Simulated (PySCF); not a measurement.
# C3H7BBrN: electronic excitations

What electronic excitations should C3H7BBrN (`[BH3-][N+]#CCCBr`) show?

Computed with PySCF 2.14.0, with density-fitted response routines of our own, on a single molecule in the gas phase. Atoms count from 0, in the outputs and in this text.

### Step 1. The starting structure

13 atoms, charge 0, multiplicity 1; geometry from: GFN2-xTB.

Bonds of the start (Å): B0–N1 1.46, N1–C2 1.15, C2–C3 1.44, C3–C4 1.53, C4–Br5 1.95, B0–H6 1.19, B0–H7 1.19, B0–H8 1.19, C3–H9 1.10, C3–H10 1.10, C4–H11 1.09, C4–H12 1.09.

### Step 2. TDDFT and polarisability: CAM-B3LYP/def2-SVPD

Job settings and geometry (Å):

```
{"job": {"kind": "uv", "xc": "CAM-B3LYP", "basis": "def2-SVPD", "nstates": 8, "ntriplets": 3}, "charge": 0, "multiplicity": 1}
B      2.703503     0.544525     0.226270
N      1.349864     0.015809     0.117359
C      0.281584    -0.405213     0.028681
C     -1.075181    -0.874269    -0.073617
C     -2.045451     0.279518     0.178323
Br    -3.889553    -0.352751     0.045929
H      2.593816     1.718109     0.045622
H      3.333005     0.004710    -0.628574
H      3.074186     0.273408     1.325159
H     -1.238067    -1.292966    -1.072633
H     -1.238663    -1.671578     0.659450
H     -1.924628     0.692272     1.179248
H     -1.928803     1.068911    -0.563313
```

Method: TDDFT CAM-B3LYP/def2-SVPD, vertical, gas phase, core orbitals frozen in the response.

The run is started by

```sh
$ OMP_NUM_THREADS=1 python probes_run.py task.json out
```

One launch serves the whole session: the jobs run in the order shown.

What it wrote:

```text
coarse grid: 50480 points
cycle   1  E = -2771.7234246848  dE = -2.542e-01  |g| = 5.355e-01  |ddm| = 9.252e+00
cycle   2  E = -2771.6219405513  dE =  1.015e-01  |g| = 9.128e-01  |ddm| = 2.418e+00
cycle   3  E = -2771.8152298756  dE = -1.933e-01  |g| = 9.242e-02  |ddm| = 1.557e+00
cycle   4  E = -2771.8168826793  dE = -1.653e-03  |g| = 4.985e-02  |ddm| = 2.222e-01
cycle   5  E = -2771.8174124062  dE = -5.297e-04  |g| = 1.108e-02  |ddm| = 9.622e-02
cycle   6  E = -2771.8174360064  dE = -2.360e-05  |g| = 2.504e-03  |ddm| = 2.825e-02
cycle   7  E = -2771.8174378024  dE = -1.796e-06  |g| = 7.700e-04  |ddm| = 1.198e-02
final grid: 106504 points
cycle   8  E = -2771.8174286107  dE = -7.223e-08  |g| = 7.076e-04  |ddm| = 7.802e-03
cycle   9  E = -2771.8174285839  dE =  2.685e-08  |g| = 8.144e-04  |ddm| = 3.736e-03
cycle  10  E = -2771.8174287392  dE = -1.553e-07  |g| = 1.300e-04  |ddm| = 1.548e-03
cycle  11  E = -2771.8174287429  dE = -3.767e-09  |g| = 3.000e-05  |ddm| = 2.748e-04
cycle  12  E = -2771.8174287432  dE = -2.178e-10  |g| = 1.147e-05  |ddm| = 7.315e-05
converged SCF energy = -2771.8174287432

Static polarisability (au): isotropic 89.123, principal 64.666 67.810 134.891

Singlet excitations
state   eV       nm        f      main configurations
  1   5.6557    219.2   0.00177   H-1->L 0.64, H-1->L+3 0.15
  2   5.8700    211.2   0.04557   H->L 0.49, H-1->L+1 0.23, H-3->L 0.09
  3   5.9446    208.6   0.00008   H-2->L 0.83
  4   6.0442    205.1   0.00650   H->L+1 0.83
  5   6.0713    204.2   0.00211   H-3->L 0.76
  6   6.9175    179.2   0.41585   H-1->L+1 0.35, H->L 0.33, H->L+2 0.17
  7   7.0736    175.3   0.00796   H-1->L+2 0.69, H-1->L 0.10, H-1->L+3 0.09
  8   7.2307    171.5   0.46177   H->L+2 0.57, H-1->L+1 0.23

Triplet excitations (Tamm-Dancoff, eV): 5.0349 5.2924 5.3650
```

It took 24 s on 1 thread of Intel Xeon 6975P-C, shared host; peak memory 0.9 GiB.

The orbitals next to the gap, with their largest atomic shares:

```
orbital      eV                       atoms
 HOMO−3  -10.30            Br5 84 %, C4 9 %
 HOMO−2  -10.20           Br5 84 %, C4 11 %
 HOMO−1   -9.21   B0 36 %, H8 25 %, N1 12 %
   HOMO   -9.21   B0 35 %, H7 20 %, H6 18 %
   LUMO   -0.54  Br5 39 %, C4 17 %, N1 12 %
 LUMO+1    0.46   N1 31 %, C2 30 %, C3 14 %
 LUMO+2    0.56  C2 24 %, C3 15 %, Br5 14 %
```

With each of the 8 states as a Gaussian band of 0.4 eV half-width at 1/e, the curve within the window shown has maxima at 210 nm (ε 2,200), 175 nm (ε 31,000) L/(mol cm). Beyond the last state computed it falls off for lack of states. The curve at chosen wavelengths:

nm, ε (L/mol/cm) and a bar:
```
      165      12346 ############
      168      19959 ###################
      171      26694 ##########################
      175      30801 ##############################
      178      29351 #############################
      181      24846 ########################
      184      18827 ##################
      187      12858 #############
      191       6750 #######
      194       3971 ####
      197       2517 ##
      200       1975 ##
      203       1935 ##
      207       2129 ##
      210       2215 ##
      213       2158 ##
      216       1957 ##
      219       1656 ##
      223       1198 #
      226        878 #
      229        610 #
      232        403 
      235        255 
      239        130 
      242         75 
      245         42
```

Ground-state properties from the same run:

```
           property  computed
  dipole moment (D)      5.44
polarisability (Å³)     13.21
 HOMO–LUMO gap (eV)      8.67
      −ε(HOMO) (eV)      9.21
```

### Step 3. Outcome

```
                                quantity                        value
    lowest singlet (CAM-B3LYP/def2-SVPD)  5.66 eV (219 nm), f = 0.002
brightest single state of those computed  state 8, 7.23 eV, f = 0.462
                          lowest triplet                      5.03 eV
```

What this shows: The first singlet state (HOMO−1→LUMO 0.64, HOMO−1→LUMO+3 0.15) lies at 5.66 eV and is weak; of the 8 states computed, the strongest absorption comes from state 8 at 7.23 eV (the last computed, so partners may be missing). The lowest triplet lies 0.62 eV below the lowest singlet (triplets in Tamm-Dancoff, singlets in full TDDFT).
